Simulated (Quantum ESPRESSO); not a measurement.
# TaTe (R-3m) in Quantum ESPRESSO: single point with RPBE

Aim: the single point of TaTe with RPBE.

Program: Quantum ESPRESSO 7.5. These are calculated values, not measurements. Logs are shortened: lines on timing, memory, paths and dates and some standing lists are left out, and cuts for length are marked.

## Step 1: The structure

Symmetry: R-3m, No. 166, trigonal system. The conventional cell has a = 6.081 Å, b = 6.081 Å, c = 9.363 Å, α = 90.00°, β = 90.00°, γ = 120.00°. Around Ta (site symmetry 3m) lie 1 Ta at 1.71 Å and 1 Te at 1.86 Å. Te (site symmetry 3m) has 1 Ta at 1.86 Å as nearest neighbours.

The cell was built by a generator and needn't be a form met in nature.

## Step 2: Single point, RPBE

The input, run.py:

```python
import numpy as np
from ase.calculators.espresso import Espresso, EspressoProfile
from ase.io import read

atoms = read('POSCAR')

input_data = {
    'control': {'calculation': 'scf', 'prefix': 'pwscf', 'outdir': './tmp', 'tprnfor': True, 'tstress': True, 'disk_io': 'nowf'},
    'system': {'ecutwfc': 80.0, 'nbnd': 39, 'input_dft': 'rpbe', 'occupations': 'smearing', 'smearing': 'fd', 'degauss': 0.00367493},
    'electrons': {'conv_thr': 8e-10, 'electron_maxstep': 120, 'mixing_beta': 0.5, 'mixing_mode': 'TF', 'diagonalization': 'rmm-davidson'},
}
pseudopotentials = {'Te': 'Te.upf', 'Ta': 'Ta.upf'}
profile = EspressoProfile(command='pw.x', pseudo_dir='pseudo')
dft = Espresso(profile=profile, input_data=input_data, pseudopotentials=pseudopotentials, kpts=(6, 6, 6), koffset=(0, 0, 0))
atoms.calc = dft

print(f'energy {atoms.get_potential_energy():.8f} eV')
print('forces (eV/A)')
print(np.round(atoms.get_forces(), 6))
print('stress (eV/A^3, Voigt)')
print(np.round(atoms.get_stress(), 8))
print(f'Fermi level {dft.get_fermi_level():.4f} eV')
```

The input, POSCAR:

```
TaTe
1.0
    3.0405338800      1.7554530600      3.1209618300
   -3.0405338800      1.7554530600      3.1209618300
    0.0000000000     -3.5109061100      3.1209618300
Ta Te
2 2
Direct
    0.0914778500      0.0914778500      0.0914778500
    0.9085221500      0.9085221500      0.9085221500
    0.7094996800      0.7094996800      0.7094996800
    0.2905003200      0.2905003200      0.2905003200
```

Potentials or basis: PseudoDojo 0.4.1 SR PBE standard.

On the command line:

```sh
OMP_NUM_THREADS=1 python run.py
```

Standard output:

```text
energy -9218.16593994 eV
forces (eV/A)
[[  0.         0.         1.335633]
 [ -0.         0.        -1.335633]
 [ -0.         0.       -43.235394]
 [  0.        -0.        43.235394]]
stress (eV/A^3, Voigt)
[ 0.00786402  0.00786402 -2.38832077 -0.          0.         -0.        ]
Fermi level 12.9541 eV
```

espresso.pwi:

```text
&CONTROL
   calculation      = 'scf'
   tstress          = .true.
   tprnfor          = .true.
   outdir           = './tmp'
   prefix           = 'pwscf'
   disk_io          = 'nowf'
   pseudo_dir       = 'pseudo'
/
&SYSTEM
   nbnd             = 39
   ecutwfc          = 80.0
   occupations      = 'smearing'
   degauss          = 0.00367493
   smearing         = 'fd'
   input_dft        = 'rpbe'
   ntyp             = 2
   nat              = 4
   ibrav            = 0
/
&ELECTRONS
   electron_maxstep = 120
   conv_thr         = 8e-10
   mixing_mode      = 'TF'
   mixing_beta      = 0.5
   diagonalization  = 'rmm-davidson'
/
&IONS
/
&CELL
/
&FCP
/
&RISM
/
ATOMIC_SPECIES
Ta 180.94788 Ta.upf
Te 127.6 Te.upf

K_POINTS automatic
6 6 6  0 0 0

CELL_PARAMETERS angstrom
3.04053388000000 1.75545306000000 3.12096183000000
-3.04053388000000 1.75545306000000 3.12096183000000
0.00000000000000 -3.51090611000000 3.12096183000000

ATOMIC_POSITIONS angstrom
Ta -0.0000000000 0.0000000009 0.8564966344  
Ta 0.0000000000 0.0000000091 8.5063888556  
Te 0.0000000000 0.0000000071 6.6429642590  
Te 0.0000000000 0.0000000029 2.7199212310
```

espresso.pwo:

```text
This program is part of the open-source Quantum ESPRESSO suite
     for quantum simulation of materials; please cite
         "P. Giannozzi et al., J. Phys.:Condens. Matter 21 395502 (2009);
         "P. Giannozzi et al., J. Phys.:Condens. Matter 29 465901 (2017);
         "P. Giannozzi et al., J. Chem. Phys. 152 154105 (2020);
     in publications or presentations arising from this work. More details at

Warning: card &CELL ignored
Warning: card &FCP ignored
Warning: card &RISM ignored

     IMPORTANT: XC functional enforced from input :
     Exchange-correlation= RPBE
                           (   1   4  44   4   0   0   0)
     Any further DFT definition will be discarded
     Please, verify this is what you really want

     Message from routine setup:
     using ibrav=0 with symmetry is DISCOURAGED, use correct ibrav instead

     G-vector sticks info
     --------------------
     sticks:   dense  smooth     PW     G-vecs:    dense   smooth      PW
     Sum        1983    1983    565                65271    65271    9827

     Using Slab Decomposition

     bravais-lattice index     =            0
     lattice parameter (alat)  =       8.8771  a.u.
     unit-cell volume          =     674.4898 (a.u.)^3
     number of atoms/cell      =            4
     number of atomic types    =            2
     number of electrons       =        58.00
     number of Kohn-Sham states=           39
     kinetic-energy cutoff     =      80.0000  Ry
     charge density cutoff     =     320.0000  Ry
     scf convergence threshold =      8.0E-10
     mixing beta               =       0.5000
     number of iterations used =            8  TF        mixing
     Exchange-correlation= RPBE
                           (   1   4  44   4   0   0   0)
[... 320 lines left out ...]
    15.2019  15.9820  17.6858  17.6913  18.6872  19.0747  20.6000
[... 35 lines left out ...]
   -56.9881 -53.6281 -29.8588 -26.4130 -25.5016 -25.5012 -25.4657 -25.4636
   -25.0041 -25.0026 -24.9984 -24.9969 -24.4670 -22.4249 -22.4115 -20.0037
   -19.9900 -17.2546   1.0575   2.1469   6.7764   7.1536   8.3609   8.9246
     9.9475  10.4015  10.9744  11.9719  12.7933  13.2629  14.2703  14.7962
    15.9887  16.0888  17.4156  18.0337  18.6617  19.8407  20.2644

          k =-0.1287 0.5203 0.0836 (  8147 PWs)   bands (ev):

   -56.9882 -53.6279 -29.8593 -26.4127 -25.5017 -25.5011 -25.4658 -25.4641
   -25.0048 -25.0022 -24.9988 -24.9962 -24.4674 -22.4212 -22.4110 -20.0044
   -19.9940 -17.2527   0.8654   2.3622   6.6780   7.4224   8.2222   8.6219
     9.8706  10.5193  11.4225  11.9383  12.4559  13.1419  14.6074  15.4242
    15.9842  16.1993  17.2713  18.1874  18.9626  19.1714  19.9753

          k =-0.1287 0.3717 0.1672 (  8143 PWs)   bands (ev):

   -56.9883 -53.6277 -29.8601 -26.4133 -25.5016 -25.5001 -25.4674 -25.4647
   -25.0048 -25.0020 -24.9991 -24.9962 -24.4664 -22.4169 -22.4071 -20.0083
   -19.9984 -17.2517   0.8109   2.3009   6.6992   7.4630   8.0725   8.7675
    10.3363  10.4581  11.6516  11.8155  12.3364  13.5976  14.2896  15.2432
    15.8062  16.1958  17.7393  18.0810  18.5253  18.9302  20.1476
[... 11 lines left out ...]
   -56.9881 -53.6281 -29.8587 -26.4136 -25.5018 -25.5008 -25.4661 -25.4634
   -25.0049 -25.0024 -24.9986 -24.9961 -24.4667 -22.4247 -22.4116 -20.0039
   -19.9903 -17.2534   0.9639   2.2494   6.7738   7.3101   8.2708   8.8726
     9.6354  10.9204  11.2092  11.5419  12.6269  13.1548  14.1360  15.0663
    15.5286  16.2586  17.5710  18.5520  19.0812  19.6586  20.2627

          k = 0.5150-0.0000-0.2509 (  8160 PWs)   bands (ev):

   -56.9882 -53.6278 -29.8595 -26.4140 -25.5017 -25.4999 -25.4677 -25.4640
   -25.0052 -25.0010 -25.0001 -24.9958 -24.4658 -22.4214 -22.4068 -20.0086
   -19.9938 -17.2528   1.0204   2.0631   6.5969   7.4554   7.9401   9.3332
    10.0842  10.9917  11.2275  12.1217  12.5792  12.8849  13.4571  15.1183
    15.7555  16.2603  17.6852  18.5095  19.0023  19.7165  19.8507
[... 51 lines left out ...]
   -56.9877 -53.6287 -29.8569 -26.4137 -25.5023 -25.5023 -25.4627 -25.4627
   -25.0025 -25.0025 -24.9985 -24.9985 -24.4681 -22.4258 -22.4258 -19.9890
   -19.9890 -17.2536   0.6799   2.8439   7.5406   7.5406   8.1736   8.1736
     9.4432   9.8959  11.3261  11.3261  11.5383  13.3911  13.3911  15.8338
    15.8338  16.3790  18.8815  18.8815  20.0919  20.5076  20.5076

     the Fermi energy is    12.9541 ev

!    total energy              =    -677.52275926 Ry
     estimated scf accuracy    <          1.6E-10 Ry
     smearing contrib. (-TS)   =      -0.00128545 Ry
     internal energy E=F+TS    =    -677.52147381 Ry

     The total energy is F=E-TS. E is the sum of the following terms:
     one-electron contribution =    -313.39825781 Ry
     hartree contribution      =     178.67287416 Ry
     xc contribution           =    -159.95257556 Ry
     ewald contribution        =    -382.84351460 Ry

     convergence has been achieved in  15 iterations

     Forces acting on atoms (cartesian axes, Ry/au):

     atom    1 type  1   force =     0.00000000    0.00000000    0.05194785
     atom    2 type  1   force =    -0.00000000    0.00000000   -0.05194785
     atom    3 type  2   force =    -0.00000000    0.00000000   -1.68158923
     atom    4 type  2   force =     0.00000000   -0.00000000    1.68158923

     Total force =     2.379261     Total SCF correction =     0.000067

     Computing stress (Cartesian axis) and pressure

          total   stress  (Ry/bohr**3)                   (kbar)     P=     1267.10
  -0.00008565   0.00000000  -0.00000000          -12.60        0.00       -0.00
  -0.00000000  -0.00008565   0.00000000           -0.00      -12.60        0.00
  -0.00000000   0.00000000   0.02601210           -0.00        0.00     3826.51

=------------------------------------------------------------------------------=
   JOB DONE.
=------------------------------------------------------------------------------=
```

It took 83 s on 1 thread of AMD EPYC 9R45 (Zen 5), shared host; peak memory 0.31 GiB.

Results:

```
Free energy            : -9218.1667 eV
Pressure               : 126.7 GPa
Largest force          : 43.235 eV/Å
Band gap on the k mesh : none (metal or under the smearing width)
```

Forces in eV/Å, atoms in the order of the input:
```
Ta    0.000   0.000   1.336
Ta    0.000   0.000  -1.336
Te    0.000   0.000 -43.235
Te    0.000   0.000  43.235
```

Caveat: the potentials were made for another functional, which shifts forces and pressure; a pressure of tens of GPa on the cell as given is suspect, and the run, the potentials or the cell itself is likely at fault. The run has no spin-orbit coupling, so splittings on Ta, Te are missing.

## Step 3: For comparison

An earlier run on the cell as given: functional PBE; potentials or basis SSSP 1.3 efficiency PBE; cutoff 748 eV; density cutoff 5987 eV; k mesh 6 × 6 × 6; occupations fermi-dirac, width 0.05 eV; no spin polarisation.

* Pressure: 142.3 GPa
* Largest force: 48.464 eV/Å
* Band gap on the k mesh: none (metal or under the smearing width)
